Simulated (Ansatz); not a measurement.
# AlHSe (quintet): wave-function methods side by side, cc-pVDZ

One table from this session's results is given with a row withheld; the runs are named, their logs left out.

The runs use Ansatz 0.2.0, Gaussian basis; cc-pVDZ, core rule «outside noble gas», up to 19 orbitals frozen.

The runs, in order: UHF; CCSD(T) on ROHF; CCSD(T) on UHF; BCCD(T) on ROHF; CISD; CCSDT(Q) on ROHF; CCSDT(Q) on UHF; CCSDTQ on ROHF; CCSDTQ on UHF.

16 further runs of the same task are left out: 10 for a known fault of the program, 6 set aside as unsound or not needed.

### The geometry

The geometry is a PBE0/def2-TZVP stationary point (not a proven minimum) of the parent state, kept for this charge and spin. No spin-orbit coupling is included. The filled d shell of Se may be among the frozen orbitals whatever the setting's name suggests; the logs give the count.

3 atoms, charge 0, spin multiplicity 5.

Atoms are counted from 1 here; the program's logs count them from 0.

Bond lengths: Al1–Se2 2.346 Å, Al1–H3 1.607 Å. Angles: Se2–Al1–H3 111.9°.

Set-up of the first run:

The input, in.yaml:

```yaml
crystal:
  periodic: [false, false, false]
  atoms:
    - {symbol: Al, position_ang: [0.000000, -0.119188, 1.722270]}
    - {symbol: Se, position_ang: [0.000000, 0.023721, -0.619315]}
    - {symbol: H, position_ang: [0.000000, 1.332277, 2.412440]}
basis:
  gaussian: {orbitals: cc-pVDZ}
magnetization: {spin_polarized: true, initial_magnetization: 4}
hamiltonian: {xc: hf}
output: {orbitals: {seedname: orbitals}}
```

On the command line:

```sh
$ ansatz run in.yaml --threads 1 --pin off --events-out ev --progress --plain --max-ram 2816MiB --backend cpu
```

Among the steps run: UHF; CCSD(T) on ROHF; CCSD(T) on UHF; BCCD(T) on ROHF; CISD; CCSDT(Q) on ROHF; CCSDT(Q) on UHF; CCSDTQ on ROHF; CCSDTQ on UHF.

One of the session's tables, all rows but one given; the rest of the session is left out.

It belongs to the step «Misses and costs». 

| method | from UCCSDTQ (kJ/mol) |
| --- | --- |
| ROHF | +405.1 |
| UHF | +392.0 |
| RMP2 | +87.3 |
| UMP2 | +88.8 |
| CISD | +32.9 |
| RCCSD | +12.2 |
| UCCSD | +11.1 |
| RCCSD(T) | +3.9 |
| UCCSD(T) | +3.1 |
| BCCD(T) | +3.9 |
| RCCSDT | ? |
| UCCSDT | +0.6 |
| RCCSDT(Q) | +0.9 |
| UCCSDT(Q) | +0.1 |
| RCCSDTQ | +0.8 |
| UCCSDTQ | 0 |

Estimate the missing values for RCCSDT.

The run gave: from UCCSDTQ (kJ/mol): +1.4. In the column «from UCCSDTQ (kJ/mol)» it lies between RCCSDT(Q) (+0.9) and UCCSD(T) (+3.1).

To keep in mind: Restricted and unrestricted rows rest on different reference determinants; where their highest levels disagree by more than a few hundredths of an eV, they describe different states and don't form one ladder.
